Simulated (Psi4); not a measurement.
**singlet [SiF3]− at 6 levels**

Aim: a comparison of 6 runs (B3LYP/aug-cc-pVDZ, PBE/aug-cc-pVDZ, PBE0/aug-cc-pVDZ, SVWN5/aug-cc-pVDZ, TPSS/aug-cc-pVDZ, revPBE/aug-cc-pVDZ) of singlet [SiF3]−. 

The calculation is run with Psi4 1.11.

## 1. Starting point

[SiF3]−: 4 atoms, total charge -1, spin state singlet. As SMILES of the parent species, `F[Si](F)F`. Geometry: relaxed at PBE0-D4/def2-TZVP. That shape belongs to the parent species and isn't relaxed for this state.

Bond lengths: F1–Si2 1.581 Å, Si2–F3 1.581 Å, Si2–F4 1.581 Å. Angles: F1–Si2–F3 107.9°, F1–Si2–F4 107.9°, F3–Si2–F4 107.9°.

## 2. The energy at B3LYP/aug-cc-pVDZ (run 1)

f3si.json

```json
{
 "schema_name": "qcschema_input",
 "schema_version": 1,
 "molecule": {
  "schema_name": "qcschema_molecule",
  "schema_version": 2,
  "symbols": ["F", "Si", "F", "F"],
  "geometry": [1.48315155, -0.95816673, 2.17639758, -0.53432006, 0.40262505, 0.44272504, -1.8788791, -1.68610813, -1.21762613, 0.93004761, 2.24164982, -1.40149648],
  "molecular_charge": -1,
  "molecular_multiplicity": 1,
  "fix_symmetry": "c1"
 },
 "driver": "energy",
 "model": {
  "method": "b3lyp",
  "basis": "aug-cc-pVDZ"
 },
 "keywords": {
  "puream": true,
  "e_convergence": 1e-09,
  "d_convergence": 1e-08,
  "scf_type": "pk",
  "dft_radial_points": 99,
  "dft_spherical_points": 590,
  "scf_properties": ["MULLIKEN_CHARGES", "DIPOLE", "WIBERG_LOWDIN_INDICES"]
 }
}
```

Command:

```console
$ psi4 --qcschema f3si.json -n 1 --memory 1600MB
```

stdout:

```text
[...]
  Running in c1 symmetry.
[...]
  Nuclear repulsion =  176.798451345898798
[...]
  Multiplicity = 1
[...]
  Nalpha       = 21
  Nbeta        = 21
[...]
    Number of basis functions: 96
[...]
   @RKS iter   1:  -589.03429517857865   -3.11565e-01   7.91652e-03 DIIS/ADIIS
[...]
   @RKS iter  10:  -589.25634001382889   -1.38698e-11   8.51463e-09 DIIS
[...]
    Orbital Energies [Eh]
    ---------------------
    Doubly Occupied:
       1A    -66.000997     2A    -24.509160     3A    -24.509151
       4A    -24.509145     5A     -5.137804     6A     -3.497678
       7A     -3.497678     8A     -3.492325     9A     -1.026748
      10A     -1.000336    11A     -1.000320    12A     -0.382784
      13A     -0.314732    14A     -0.314718    15A     -0.280531
      16A     -0.260900    17A     -0.260892    18A     -0.237740
      19A     -0.237725    20A     -0.223274    21A      0.017124
[...]
  @RKS Final Energy:  -589.25634001382889
   => Energetics <=
    Nuclear Repulsion Energy =            176.7984513458987976
    One-Electron Energy =               -1180.3488756516655940
    Two-Electron Energy =                 456.8100332433302810
    DFT Exchange-Correlation Energy =     -42.5159489513925166
    Empirical Dispersion Energy =           0.0000000000000000
    VV10 Nonlocal Energy =                  0.0000000000000000
    Total Energy =                       -589.2563400138290035
[...]
 Multipole Moments:
 ------------------------------------------------------------------------------------
     Multipole            Electronic (a.u.)      Nuclear  (a.u.)        Total (a.u.)
 ------------------------------------------------------------------------------------
 L = 1.  Multiply by 2.5417464519 to convert [e a0] to [Debye]
 Dipole X            :          1.1642997           -0.3567990            0.8075007
 Dipole Y            :         -0.8776192            0.2688580           -0.6087612
 Dipole Z            :         -0.9649217            0.2956353           -0.6692865
 Magnitude           :                                                    1.2126796
[...]
  Mulliken Charges: (a.u.)
   Center  Symbol    Alpha    Beta     Spin     Total
       1     F     4.73954  4.73954  0.00000 -0.47909
       2    SI     6.78138  6.78138  0.00000  0.43724
       3     F     4.73953  4.73953  0.00000 -0.47906
       4     F     4.73955  4.73955  0.00000 -0.47909
   Total alpha = 21.00000, Total beta = 21.00000, Total charge = -1.00000
  Wiberg Bond Indices using Orthogonal Lowdin Orbitals:
[...]
```

The result, in JSON:

```text
{
 "driver": "energy",
 "model": {
  "method": "b3lyp",
  "basis": "aug-cc-pVDZ"
 },
 "success": true,
 "return_result": -589.2563400138289,
 "properties": {
  "calcinfo_nbasis": 96,
  "calcinfo_nmo": 96,
  "calcinfo_nalpha": 21,
  "calcinfo_nbeta": 21,
  "calcinfo_natom": 4,
  "nuclear_repulsion_energy": 176.7984513458988,
  "return_energy": -589.2563400138289,
  "scf_one_electron_energy": -1180.3488756516656,
  "scf_two_electron_energy": 456.8100332433303,
  "scf_xc_energy": -42.51594895139252,
  "scf_dipole_moment": [0.8075006660362409, -0.6087611744249797, -0.6692864705859674],
  "scf_total_energy": -589.2563400138289,
  "scf_iterations": 10
 }
}
```

It took 20 s on 1 thread of Intel Xeon Platinum 8259CL at 2.50GHz (Skylake/Cascade Lake), shared host; peak memory 0.75 GiB.

## 3. Energy and forces at PBE/aug-cc-pVDZ (run 2)

f3si.py

```python
import psi4

psi4.set_memory(1600000000)
psi4.set_num_threads(1)
psi4.set_output_file('f3si.out', False)

geom = psi4.geometry("""
-1 1
F      1.48315155    -0.95816673     2.17639758
Si    -0.53432006     0.40262505     0.44272504
F     -1.87887910    -1.68610813    -1.21762613
F      0.93004761     2.24164982    -1.40149648
units bohr
symmetry c1
""")

psi4.set_options(dict(puream=True, e_convergence=1e-09, d_convergence=1e-08, scf_type='pk', dft_radial_points=99, dft_spherical_points=590))

energy_value, wavefunction = psi4.gradient('pbe/aug-cc-pVDZ', return_wfn=True)
print('gradient / Eh bohr^-1')
print(energy_value.np.round(6))
print(f'energy = {wavefunction.energy():.10f} Eh')
```

Command:

```console
$ python f3si.py
```

f3si.out:

```text
[...]
  Running in c1 symmetry.
[...]
  Nuclear repulsion =  176.798451345898798
[...]
  Multiplicity = 1
[...]
  Nalpha       = 21
  Nbeta        = 21
[...]
    Number of basis functions: 96
[...]
   @RKS iter   1:  -588.55504739039088   -1.63952e-01   8.23034e-03 ADIIS/DIIS
[...]
   @RKS iter  11:  -588.80461677806852   -3.75167e-12   1.27331e-09 DIIS
[...]
    Orbital Energies [Eh]
    ---------------------
    Doubly Occupied:
       1A    -65.287535     2A    -24.084330     3A    -24.084321
       4A    -24.084316     5A     -4.910600     6A     -3.323693
       7A     -3.323693     8A     -3.318121     9A     -0.921880
      10A     -0.895895    11A     -0.895879    12A     -0.317426
      13A     -0.251137    14A     -0.251124    15A     -0.216727
      16A     -0.196907    17A     -0.196900    18A     -0.174843
      19A     -0.174828    20A     -0.160171    21A      0.044330
[...]
  @RKS Final Energy:  -588.80461677806852
   => Energetics <=
    Nuclear Repulsion Energy =            176.7984513458987976
    One-Electron Energy =               -1180.0512052941019192
    Two-Electron Energy =                 466.6244879699867170
    DFT Exchange-Correlation Energy =     -52.1763507998520879
    Empirical Dispersion Energy =           0.0000000000000000
    VV10 Nonlocal Energy =                  0.0000000000000000
    Total Energy =                       -588.8046167780685209
[...]
 Multipole Moments:
 ------------------------------------------------------------------------------------
     Multipole            Electronic (a.u.)      Nuclear  (a.u.)        Total (a.u.)
 ------------------------------------------------------------------------------------
 L = 1.  Multiply by 2.5417464519 to convert [e a0] to [Debye]
 Dipole X            :          1.1495352           -0.3567990            0.7927362
 Dipole Y            :         -0.8664723            0.2688580           -0.5976143
 Dipole Z            :         -0.9526688            0.2956353           -0.6570336
 Magnitude           :                                                    1.1904901
[...]
  -Total Gradient:
     Atom            X                  Y                   Z
    ------   -----------------  -----------------  -----------------
       1       -0.066663491572     0.046165711390    -0.031142239387
       2        0.100738538199    -0.075951039077    -0.083501694041
       3        0.018670676043     0.064758390674     0.055007354660
       4       -0.052653761206    -0.035004299440     0.059699347575
[...]
```

Standard output:

```text
gradient / Eh bohr^-1
[[-0.066663  0.046166 -0.031142]
 [ 0.100739 -0.075951 -0.083502]
 [ 0.018671  0.064758  0.055007]
 [-0.052654 -0.035004  0.059699]]
energy = -588.8046167781 Eh
```

It took 40 s on 1 thread of Intel Xeon Platinum 8259CL at 2.50GHz (Skylake/Cascade Lake), shared host; peak memory 0.74 GiB.

Runs 3 to 5 aren't shown in full; the table further down has their settings and results.

## 4. Energy and forces at revPBE/aug-cc-pVDZ (run 6)

calc.in

```
memory 1600 mb

molecule {
  -1 1
  F
  Si 1 r2
  F 2 r3 1 a3
  F 2 r4 3 a4 1 d4

  r2 = 1.58113
  r3 = 1.581117
  a3 = 107.93279
  r4 = 1.581128
  a4 = 107.92824
  d4 = 116.38705
  symmetry c1
}

set globals {
  reference rks
  puream true
  e_convergence 1e-09
  d_convergence 1e-08
  scf_type pk
  dft_radial_points 99
  dft_spherical_points 590
}

E, wfn = gradient('revpbe/aug-cc-pVDZ', return_wfn=True)
```

Command:

```console
$ psi4 calc.in calc.out -n 1
```

calc.out:

```text
[...]
  Running in c1 symmetry.
[...]
  Nuclear repulsion =  176.798443899773503
[...]
  Multiplicity = 1
[...]
  Nalpha       = 21
  Nbeta        = 21
[...]
    Number of basis functions: 96
[...]
   @RKS iter   1:  -588.81617372086362   -1.69793e-01   8.19347e-03 ADIIS/DIIS
[...]
   @RKS iter  11:  -589.06378801836468   -4.09273e-12   6.92808e-10 DIIS
[...]
    Orbital Energies [Eh]
    ---------------------
    Doubly Occupied:
       1A    -65.300482     2A    -24.094817     3A    -24.094809
       4A    -24.094804     5A     -4.913899     6A     -3.321461
       7A     -3.321461     8A     -3.315888     9A     -0.922088
      10A     -0.896431    11A     -0.896415    12A     -0.314283
      13A     -0.248179    14A     -0.248166    15A     -0.213751
      16A     -0.194024    17A     -0.194018    18A     -0.172092
      19A     -0.172077    20A     -0.157506    21A      0.046944
[...]
  @RKS Final Energy:  -589.06378801836468
   => Energetics <=
    Nuclear Repulsion Energy =            176.7984438997735026
    One-Electron Energy =               -1180.0815775486350958
    Two-Electron Energy =                 466.6647674602709799
    DFT Exchange-Correlation Energy =     -52.4454218297739843
    Empirical Dispersion Energy =           0.0000000000000000
    VV10 Nonlocal Energy =                  0.0000000000000000
    Total Energy =                       -589.0637880183646757
[...]
 Multipole Moments:
 ------------------------------------------------------------------------------------
     Multipole            Electronic (a.u.)      Nuclear  (a.u.)        Total (a.u.)
 ------------------------------------------------------------------------------------
 L = 1.  Multiply by 2.5417464519 to convert [e a0] to [Debye]
 Dipole X            :         -1.3867704            0.4251358           -0.9616346
 Dipole Y            :         -0.8599008            0.2635390           -0.5963618
 Dipole Z            :         -0.6256895            0.1918256           -0.4338639
 Magnitude           :                                                    1.2118690
[...]
  -Total Gradient:
     Atom            X                  Y                   Z
    ------   -----------------  -----------------  -----------------
       1        0.018280440861     0.011308053636     0.088328144936
       2       -0.123184674388    -0.076400312333    -0.055575209734
       3        0.018268236865     0.087661998794    -0.016435764194
       4        0.086622457499    -0.022548616412    -0.016433037826
[...]
```

Wall time 41 s (1 thread of Intel Xeon Platinum 8259CL at 2.50GHz (Skylake/Cascade Lake), shared host); peak memory 0.75 GiB.

## 5. The series

```csv
run,level,task,energy (Eh),HOMO energy (eV),LUMO energy (eV),HOMO–LUMO gap (eV),wall time
1,B3LYP/aug-cc-pVDZ,energy,-589.256340,0.47,3.87,3.41,20 s
2,PBE/aug-cc-pVDZ,gradient,-588.804617,1.21,3.65,2.44,40 s
3,PBE0/aug-cc-pVDZ,gradient,-588.829707,0.38,4.05,3.67,48 s
4,SVWN5/aug-cc-pVDZ,energy,-586.196694,1.08,3.63,2.55,16 s
5,TPSS/aug-cc-pVDZ,gradient,-589.269783,1.24,3.76,2.52,78 s
6,revPBE/aug-cc-pVDZ,gradient,-589.063788,1.28,3.64,2.36,41 s
```

## 6. Summary of results

```
                                                    quantity          value
                                         run 6: total energy  -589.06379 Eh
                                          run 6: HOMO energy        1.28 eV
                                          run 6: LUMO energy        3.64 eV
run 6: HOMO–LUMO gap (to an unbound level, set by the basis)        2.36 eV
                             run 6: largest force on an atom     7.983 eV/Å
```

The HOMO–LUMO gap runs from 2.36 eV (revPBE/aug-cc-pVDZ) to 3.67 eV (PBE0/aug-cc-pVDZ). The empty levels of an anion lie above zero and hang on the basis. Totals of different functionals can't be ranked against each other. In runs 1, 2, 3, 4, 5, 6 the HOMO lies above zero, so the outermost electron may be held by the basis alone. All runs together took 4 min, the longest 78 s.
